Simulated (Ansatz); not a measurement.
Crystal: GdO.

```
CELL_PARAMETERS angstrom
0.00000 2.70000 2.70000
2.70000 0.00000 2.70000
2.70000 2.70000 0.00000
ATOMIC_POSITIONS crystal
Gd 0.00000 0.00000 0.00000
O 0.75000 0.75000 0.75000
```

```yaml
Program: Ansatz 0.2.0
Task: relaxation of cell and atoms
Functional: HF
Potentials_or_basis: Ansatz PAW
Cutoff: "420 eV (not typed: the program's choice for these potentials)"
k_mesh: 5 × 5 × 5
Occupations: fermi-dirac, width 0.05 eV
Spin: collinear spin, ferromagnetic start
Starting_moments: "[7.0, 0.0] μB"
```

At the start: volume 19.68 Å³/atom.

Where does the relaxation end?

It ends after 7 steps and the volume is 20.45 Å³/atom (+3.9 %); space group F-43m (No. 216, to 0.05 Å); moment 8.00 μB per cell.

Step by step:
```csv
step,energy change (eV),largest force (eV/Å),volume (Å³)
1,0.0000,0.0000,39.37
2,-0.0032,0.0000,42.25
3,-0.0192,0.0000,40.94
4,-0.0193,0.0000,40.87
5,-0.0207,0.0000,40.87
6,-0.0207,0.0000,40.90
7,-0.0208,0.0000,40.90
```

Final structure:
```
Gd O
1.0
     0.00000    2.73473    2.73473
     2.73473    0.00000    2.73473
     2.73473    2.73473    0.00000
Gd O
1 1
Direct
  0.00000 0.00000 0.00000
  0.75000 0.75000 0.75000
```

Caveat: the magnetic or orbital state may not be the lowest; the plane-wave basis is chosen anew once the cell has moved, so the energies of steps on either side of that aren't comparable; a cell with one magnetic atom can't hold antiferromagnetic order, which such compounds often take; the PAW data sets come from PBE, with cores solved anew for the run's functional, which leaves a small shift of forces and pressure.
